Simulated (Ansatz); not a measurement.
# ReSbN (P4/nmm) in Ansatz: a series of runs, part 2 of 2

Ansatz 0.2.0.

**4. Relaxation of cell and atoms, LDA+U**

input.yaml

```yaml
crystal:
  lattice:
    - [3.432123, 0.0, 0.0]
    - [0.0, 3.432123, 0.0]
    - [0.0, 0.0, 8.592627]
  atoms:
    - { symbol: Re, position: [0.0, 0.5, 0.873241] }
    - { symbol: Re, position: [0.5, 0.0, 0.126759] }
    - { symbol: Sb, position: [0.0, 0.5, 0.333458] }
    - { symbol: Sb, position: [0.5, 0.0, 0.666542] }
    - { symbol: "N", position: [0.0, 0.0, 0.0] }
    - { symbol: "N", position: [0.5, 0.5, 0.0] }
hamiltonian:
  xc: lda
  pseudopotentials: { kind: paw }
  hubbard: { sites: [{ species: Re, l: d, u_eff: 5.0 }] }
kpoints:
  mp_grid: { grid: [8, 8, 3] }
scf:
  occupations: { method: fermi_dirac, width: 0.05 }
output:
  forces: true
  stress: true
  eigenvalues: true
relax:
  f_tol: 0.01
  max_steps: 40
  cell: { stress_tol: 0.05 }
```

Run with:

```console
$ ansatz run input.yaml --threads 2 --pin off --max-ram 5632MiB --backend cpu --events-out ev --progress --plain --runs-dir out
```

Run time: 45 s. Hardware: 2 threads of Arm Neoverse V1, shared host; peak memory 0.52 GiB.

It converged, with:

```
Free energy                            : -34621.9726 eV
Relaxed volume                         : 15.80 Å³/atom
Relaxed cell                           : a = 3.371 Å, b = 3.371 Å, c = 8.342 Å, α = 90.00°, β = 90.00°, γ = 90.00°
Space group after relaxing (to 0.05 Å) : P4/nmm (No. 129)
Energy gained by relaxing              : 30.8 meV/atom
Ionic steps                            : 9
Pressure after relaxing                : 0.0 GPa
Band gap on the k mesh                 : none (metal or under the smearing width)
```

The path:
| step | energy change (eV) | largest force (eV/Å) | volume (Å³) |
| --- | --- | --- | --- |
| 1 | 0.0000 | 0.7599 | 101.22 |
| 2 | -0.0753 | 0.8999 | 91.39 |
| 3 | -0.1904 | 0.1042 | 95.30 |
| 4 | -0.1927 | 0.0705 | 95.10 |
| 5 | -0.1937 | 0.0135 | 94.86 |
| 6 | -0.1936 | 0.0008 | 94.90 |
| 7 | -0.1845 | 0.0004 | 94.90 |
| 8 | -0.1848 | 0.0004 | 94.79 |
| 9 | -0.1845 | 0.0004 | 94.79 |

Final structure:
```
Re Sb N
1.0
     3.37094    0.00000    0.00000
     0.00000    3.37094    0.00000
     0.00000    0.00000    8.34195
Re Sb N
2 2 2
Direct
  0.00000 0.50000 0.87108
  0.50000 0.00000 0.12892
  0.00000 0.50000 0.33538
  0.50000 0.00000 0.66462
  0.00000 0.00000 0.00000
  0.50000 0.50000 0.00000
```

Levels at points of the mesh, in eV from the Fermi level:
```csv
k point,band 32,band 33,band 34,band 35,band 36,band 37,band 38,band 39
"(0.00, 0.00, 0.00)",-0.56,0.21,0.64,0.64,2.01,2.04,2.12,2.12
"(0.00, -0.50, 0.00)",-1.81,-1.31,-1.31,0.09,0.09,3.16,3.16,3.97
"(-0.50, -0.50, 0.00)",-2.56,-1.94,-1.94,-0.88,-0.88,1.66,1.66,2.97
```

Eigenvalues of the final occupation matrices:
```
  site  spin  trace               eigenvalues
site 1     1   2.89  0.39 0.47 0.47 0.76 0.80
site 2     1   2.89  0.39 0.47 0.47 0.76 0.80
```

Caveat: the plane-wave basis is chosen anew once the cell has moved, so the energies of steps on either side of that aren't comparable; the pressure holds a Pulay correction of +0.3 GPa for the finite cutoff; U without spin polarisation on a metal has little footing; the PAW data sets come from PBE, with cores solved anew for the run's functional, which leaves a small shift of forces and pressure. The run has no spin-orbit coupling, so splittings on Re, Sb are missing.

**5. Relaxation of cell and atoms, LDA+U**

Changes to input.yaml since step 4:

```diff
@@ -15,3 +15,3 @@
   pseudopotentials: { kind: paw }
-  hubbard: { sites: [{ species: Re, l: d, u_eff: 5.0 }] }
+  hubbard: { sites: [{ species: Re, l: d, u_eff: 6.0 }] }
 kpoints:
```

Run with:

```console
$ ansatz run input.yaml --threads 2 --pin off --max-ram 5632MiB --backend cpu --events-out ev --progress --plain --runs-dir out
```

It took 40 s on 2 threads of Arm Neoverse V1, shared host; peak memory 0.52 GiB.

The run converged. Its results:

```yaml
Free_energy: -34619.8341 eV
Relaxed_volume: 15.81 Å³/atom
Relaxed_cell: a = 3.374 Å, b = 3.374 Å, c = 8.330 Å, α = 90.00°, β = 90.00°, γ = 90.00°
Space_group_after_relaxing_to_0.05_Å: P4/nmm (No. 129)
Energy_gained_by_relaxing: 28.3 meV/atom
Ionic_steps: 8
Pressure_after_relaxing: 0.0 GPa
Band_gap_on_the_k_mesh: none (metal or under the smearing width)
```

The path:
| step | energy change (eV) | largest force (eV/Å) | volume (Å³) |
| --- | --- | --- | --- |
| 1 | 0.0000 | 0.6840 | 101.22 |
| 2 | -0.0855 | 0.8344 | 91.67 |
| 3 | -0.1756 | 0.0702 | 95.50 |
| 4 | -0.1783 | 0.0288 | 95.04 |
| 5 | -0.1786 | 0.0075 | 94.95 |
| 6 | -0.1696 | 0.0079 | 94.95 |
| 7 | -0.1698 | 0.0014 | 94.84 |
| 8 | -0.1696 | 0.0014 | 94.84 |

Final structure:
```xyz
6
Lattice="3.3741 0.0000 0.0000 0.0000 3.3741 0.0000 0.0000 0.0000 8.3303" Properties=species:S:1:pos:R:3 pbc="T T T"
Re    0.0000    1.6871    7.2537
Re    1.6871    0.0000    1.0765
Sb    0.0000    1.6871    2.7978
Sb    1.6871    0.0000    5.5325
N     0.0000    0.0000    0.0000
N     1.6871    1.6871    0.0000
```

Levels at points of the mesh, in eV from the Fermi level:
```tsv
k point	band 32	band 33	band 34	band 35	band 36	band 37	band 38	band 39
(0.00, 0.00, 0.00)	-0.73	0.15	0.70	0.70	2.09	2.22	2.22	2.26
(0.00, -0.50, 0.00)	-1.72	-1.35	-1.35	0.02	0.02	3.35	3.35	4.10
(-0.50, -0.50, 0.00)	-2.30	-2.04	-2.04	-1.01	-1.01	1.79	1.79	2.94
```

Eigenvalues of the final occupation matrices:
```csv
site,spin,trace,eigenvalues
site 1,1,2.90,0.39 0.46 0.46 0.77 0.82
site 2,1,2.90,0.39 0.46 0.46 0.77 0.82
```

Caveat: the plane-wave basis is chosen anew once the cell has moved, so the energies of steps on either side of that aren't comparable; the pressure holds a Pulay correction of +0.3 GPa for the finite cutoff; U without spin polarisation on a metal has little footing; the PAW data sets come from PBE, with cores solved anew for the run's functional, which leaves a small shift of forces and pressure. Spin-orbit coupling is left out, which matters for the levels of Re, Sb.

**6. Relaxation of cell and atoms, LDA+U**

Changes to input.yaml since step 5:

```diff
@@ -15,3 +15,3 @@
   pseudopotentials: { kind: paw }
-  hubbard: { sites: [{ species: Re, l: d, u_eff: 6.0 }] }
+  hubbard: { sites: [{ species: Re, l: d, u_eff: 8.0 }] }
 kpoints:
@@ -24,2 +24,6 @@
   eigenvalues: true
+  write_density: true
+  write_potential: true
+  elf: true
+  volumetric_format: npy
 relax:
```

Potentials or basis: Ansatz PAW.

Run with:

```console
$ ansatz run input.yaml --threads 2 --pin off --max-ram 5632MiB --backend cpu --events-out ev --progress --plain --runs-dir out
```

The program printed:

```text
Warning: RAYON_NUM_THREADS=2 ignored (pool sized by the plan → 2); use --threads N
Re: projections on atomic orbitals take those of the free atom [Kr 4d10 4f14] 5s2 5p6 5d5 6s2, of charge +0.00 (hamiltonian.pseudopotentials.projection_atoms); the dataset's partial waves leave at most 7.1e-5 of an orbital's norm unspanned inside its sphere
Sb: projections on atomic orbitals take those of the free atom [Kr] 4d10 5s2 5p3, of charge +0.00 (hamiltonian.pseudopotentials.projection_atoms); the dataset's partial waves leave at most 3.6e-6 of an orbital's norm unspanned inside its sphere
N: projections on atomic orbitals take those of the free atom [He] 2s2 2p3, of charge +0.00 (hamiltonian.pseudopotentials.projection_atoms); the dataset's partial waves leave at most 9.3e-9 of an orbital's norm unspanned inside its sphere
Engine: ansatz 0.2.0, aarch64-unknown-linux-gnu
Pseudopotentials: kind: paw
Pseudopotential: Re, paw, valence charge 15, recommended cutoff 420 eV (normal), Re.paw.azcp
Pseudopotential: Sb, paw, valence charge 15, recommended cutoff 420 eV (normal), Sb.paw.azcp
Pseudopotential: N, paw, valence charge 5, recommended cutoff 420 eV (normal), N.paw.azcp
Functional definition: SPW92
  exchange = slater_x
  correlation = pw_c
[... 162 lines left out ...]
  k-point 29: bands = ["-64.3505", "-64.3505", "-26.5340", "-26.5340", "-26.4000", "-26.4000", "-26.2127", "-26.2127", "-14.0252", "-14.0252", "-13.9827", "-13.9827", "-13.9536", "-13.9536", "-13.9485", "-13.9485", "-13.9167", "-13.9167", "0.5153", "0.5153", "5.3477", "5.3477", "8.0497", "8.0497", "10.4103", "10.4103", "11.2587", "11.2587", "11.6983", "11.6983", "12.5333", "12.5333", "12.8911", "12.8911", "13.2736", "13.2736", "16.4938", "16.4938", "16.6589", "16.6589", "18.5762", "18.5762"]
Occupation matrices written to <dir>
--- Relaxed structure (6 steps of the walk, 6 accepted, 2 SCFs on fresh bases) ---
  F+E_penalty+E_count = -34615.71870691 eV   max|allowed force component| = 7.294e-4 eV/Å   (the final SCF, on the basis selected at the relaxed cell)
  cell:  # Å, volume = 95.3097 Å³
    - [3.384630686721568, -1.2853876804110309e-33, 0.0]
    - [-1.2853876804110309e-33, 3.384630686721568, 0.0]
    - [0.0, 0.0, 8.319828473980008]
  atoms:
    - { symbol: Re, position: [1.2627663126268259e-34, 0.5, 0.8701788313275041] }
    - { symbol: Re, position: [0.5, -8.877541269154268e-36, 0.12982116867249585] }
    - { symbol: Sb, position: [-2.5666323533515875e-34, 0.5, 0.3378248846686911] }
    - { symbol: Sb, position: [0.5, -9.096739819009941e-36, 0.6621751153313089] }
    - { symbol: N, position: [8.835528213765308e-35, -1.0576330030535688e-35, -1.345900755750099e-19] }
    - { symbol: N, position: [0.5, 0.5, -1.3459007557501015e-19] }
```

rho_z.tsv:

```text
# z_ang	rho[e/angstrom^3]
# format = ansatz-planar-average/11
# lattice	3.384630687	-0.000000000	0.000000000
# lattice	-0.000000000	3.384630687	0.000000000
# lattice	0.000000000	0.000000000	8.319828474
# sites	6
# site	75	-0.000000000	1.692315343	7.239738618
# site	75	1.692315343	-0.000000000	1.080089856
# site	51	-0.000000000	1.692315343	2.810645095
# site	51	1.692315343	-0.000000000	5.509183379
# site	7	0.000000000	-0.000000000	-0.000000000
# site	7	1.692315343	1.692315343	-0.000000000
0.000000	1.057802e0
0.138664	1.034548e0
0.277328	9.780074e-1
0.415991	9.255361e-1
0.554655	9.225592e-1
0.693319	9.807001e-1
[... 52 lines left out ...]
8.042501	9.780074e-1
8.181165	1.034548e0
```

v_z.tsv:

```text
# z_ang	v_es[eV]	v_tot[eV]
# format = ansatz-planar-average/11
# xc	lda
# density_cutoff_ev	1680
# datasets	Re=:simpson_from_first_knot:soft:shift=-1285378	Sb=:simpson_from_first_knot:soft:shift=-2821947	N=:simpson_from_first_knot:soft:shift=-528844
# lattice	3.384630687	-0.000000000	0.000000000
# lattice	-0.000000000	3.384630687	0.000000000
# lattice	0.000000000	0.000000000	8.319828474
# sites	6
# site	75	-0.000000000	1.692315343	7.239738618
# site	75	1.692315343	-0.000000000	1.080089856
# site	51	-0.000000000	1.692315343	2.810645095
# site	51	1.692315343	-0.000000000	5.509183379
# site	7	0.000000000	-0.000000000	-0.000000000
# site	7	1.692315343	1.692315343	-0.000000000
0.000000	1.792322e0	-1.304137e1
0.138664	2.190701e0	-1.259620e1
0.277328	3.025644e0	-1.163094e1
0.415991	3.822630e0	-1.067547e1
0.554655	4.272249e0	-1.013209e1
0.693319	4.064030e0	-1.035752e1
[... 52 lines left out ...]
8.042501	3.025644e0	-1.163094e1
8.181165	2.190701e0	-1.259620e1
```

It took 44 s on 2 threads of Arm Neoverse V1, shared host; peak memory 0.53 GiB.

What came out:

```yaml
Free_energy: -34615.7187 eV
Relaxed_volume: 15.88 Å³/atom
Relaxed_cell: a = 3.385 Å, b = 3.385 Å, c = 8.320 Å, α = 90.00°, β = 90.00°, γ = 90.00°
Space_group_after_relaxing_to_0.05_Å: P4/nmm (No. 129)
Energy_gained_by_relaxing: 19.8 meV/atom
Ionic_steps: 8
Pressure_after_relaxing: 0.0 GPa
Band_gap_on_the_k_mesh: none (metal or under the smearing width)
```

The path:
```csv
step,energy change (eV),largest force (eV/Å),volume (Å³)
1,0.0000,0.5159,101.22
2,-0.0865,0.5338,92.51
3,-0.1244,0.0179,96.02
4,-0.1266,0.0036,95.50
5,-0.1268,0.0005,95.43
6,-0.1184,0.0008,95.43
7,-0.1187,0.0007,95.31
8,-0.1185,0.0007,95.31
```

Final structure:
```yaml
crystal:
  lattice:
    - [3.38463, 0.00000, 0.00000]
    - [0.00000, 3.38463, 0.00000]
    - [0.00000, 0.00000, 8.31983]
  atoms:
    - { symbol: Re, position: [0.00000, 0.50000, 0.87018] }
    - { symbol: Re, position: [0.50000, 0.00000, 0.12982] }
    - { symbol: Sb, position: [0.00000, 0.50000, 0.33782] }
    - { symbol: Sb, position: [0.50000, 0.00000, 0.66218] }
    - { symbol: N, position: [0.00000, 0.00000, 0.00000] }
    - { symbol: N, position: [0.50000, 0.50000, 0.00000] }
```

Levels at points of the mesh, in eV from the Fermi level:
| k point | band 32 | band 33 | band 34 | band 35 | band 36 | band 37 | band 38 | band 39 |
| --- | --- | --- | --- | --- | --- | --- | --- | --- |
| (0.00, 0.00, 0.00) | -1.21 | -0.04 | 0.81 | 0.81 | 2.26 | 2.41 | 2.41 | 2.72 |
| (0.00, -0.50, 0.00) | -1.56 | -1.44 | -1.44 | -0.10 | -0.10 | 3.76 | 3.76 | 4.33 |
| (-0.50, -0.50, 0.00) | -2.43 | -1.73 | -1.73 | -1.26 | -1.26 | 2.05 | 2.05 | 2.80 |

Eigenvalues of the final occupation matrices:
| site | spin | trace | eigenvalues |
| --- | --- | --- | --- |
| site 1 | 1 | 2.91 | 0.37 0.43 0.43 0.81 0.86 |
| site 2 | 1 | 2.91 | 0.37 0.43 0.43 0.81 0.86 |

Caveat: the plane-wave basis is chosen anew once the cell has moved, so the energies of steps on either side of that aren't comparable; the pressure holds a Pulay correction of +0.3 GPa for the finite cutoff; U without spin polarisation on a metal has little footing; the PAW data sets come from PBE, with cores solved anew for the run's functional, which leaves a small shift of forces and pressure.

**7. Summary**

```csv
U,gap on the mesh (eV),pressure (GPa),relaxed volume (Å³/atom)
Re d U = 3 eV,none,0.0,15.82
Re d U = 4 eV,none,0.0,15.80
Re d U = 5 eV,none,0.0,15.80
Re d U = 6 eV,none,0.0,15.81
Re d U = 8 eV,none,0.0,15.88
```

Alike in all rows: task relaxation of cell and atoms; level LDA+U; potentials or basis Ansatz PAW; no spin polarisation; cell relaxed; k mesh 8 × 8 × 3; cutoff (eV) 420; smearing fermi-dirac 0.05 eV.

Caveats: the plane-wave basis is chosen anew once the cell has moved, so the energies of steps on either side of that aren't comparable; U without spin polarisation on a metal has little footing; the PAW data sets come from PBE, with cores solved anew for the run's functional, which leaves a small shift of forces and pressure.

Absolute energies hang on the potentials; compare differences alone.
